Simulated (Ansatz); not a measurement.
# BGeCl (singlet): the correlation ladder, cc-pVDZ

The task here is to estimate one member of a computed series from the others.

Method: cc-pVDZ, core rule «outside noble gas», up to 20 orbitals frozen; program: Ansatz 0.2.0, Gaussian basis.

Plan: UHF; CCSD(T) on RHF; CCSD(T) on UHF; BCCD(T) on RHF; CISD; CCSDT(Q) on RHF; CCSDT(Q) on UHF.

20 further runs of the same task are left out: 9 that didn't finish, 11 set aside as unsound or not needed. Runs told in other sessions of the task aren't counted.

### What is computed

The geometry is a PBE0/def2-TZVP stationary point (not a proven minimum). No spin-orbit coupling is included. The filled d shell of Ge may be among the frozen orbitals whatever the setting's name suggests.

3 atoms, charge 0, spin multiplicity 1.

Atoms are counted from 1 here; the program's logs count them from 0.

Bond lengths: B1–Ge2 2.264 Å, B1–Cl3 2.085 Å, Ge2–Cl3 2.259 Å. Angles: Ge2–B1–Cl3 62.4°, B1–Ge2–Cl3 54.9°, B1–Cl3–Ge2 62.7°.

Set-up of the first run:

in.yaml reads:

```yaml
crystal:
  periodic: [false, false, false]
  atoms:
    - {symbol: B, position_ang: [0.000000, -1.623594, -0.677472]}
    - {symbol: Ge, position_ang: [0.000000, 0.087356, 0.804839]}
    - {symbol: Cl, position_ang: [0.000000, 0.316111, -1.442456]}
basis:
  gaussian: {orbitals: cc-pVDZ}
magnetization: {spin_polarized: true, initial_magnetization: 0}
hamiltonian: {xc: hf}
output: {orbitals: {seedname: orbitals}}
```

On the command line:

```bash
$ ansatz run in.yaml --threads 1 --pin off --events-out ev --progress --plain --max-ram 2393MiB
```

Steps of the session up to this table: UHF; CCSD(T) on RHF; CCSD(T) on UHF; BCCD(T) on RHF; CISD; CCSDT(Q) on RHF; CCSDT(Q) on UHF.

One of the session's tables, all rows but one given; the rest of the session is left out.

| method | from RCCSDT(Q) (meV) |
| --- | --- |
| RHF | ? |
| UHF | +8292.0 |
| RMP2 | +1517.5 |
| UMP2 | +1536.8 |
| CISD | +1439.3 |
| RCCSD | +411.0 |
| UCCSD | +354.4 |
| RCCSD(T) | +70.8 |
| UCCSD(T) | +19.5 |
| BCCD(T) | +66.7 |
| RCCSDT | +31.3 |
| UCCSDT | -82.7 |
| RCCSDT(Q) | 0 |
| UCCSDT(Q) | -142.1 |

Q: Estimate the row for RHF from the others.

As computed: from RCCSDT(Q) (meV): +8918.8. In the column «from RCCSDT(Q) (meV)» it is the highest.

The program flags UCCSDT(Q) as in doubt (see the logs), so read those rows with care; the flags are large difference.

To keep in mind: The determinant of HF (⟨S²⟩ 1.07) is far from a pure spin state, so its energy mixes those of several spin states; that is harmless only where they are near-degenerate. The determinant of CCSD(T) (⟨S²⟩ 1.08) is far from a pure spin state, so its energy mixes those of several spin states; high orders of coupled cluster remove much of that, low ones don't. The determinant of CCSDT(Q) (⟨S²⟩ 1.08) is far from a pure spin state, so its energy mixes those of several spin states; high orders of coupled cluster remove much of that, low ones don't. The program flags UCCSDT(Q) as in doubt, so read those rows with care; the flags are large difference. Warnings: restricted reference is unstable; spin contamination; coupled cluster took another determinant than the lowest; large T1 diagnostic. Restricted and unrestricted rows rest on different reference determinants; a gap between their highest levels can come from leftover correlation error, from unlike frozen cores or from another state.
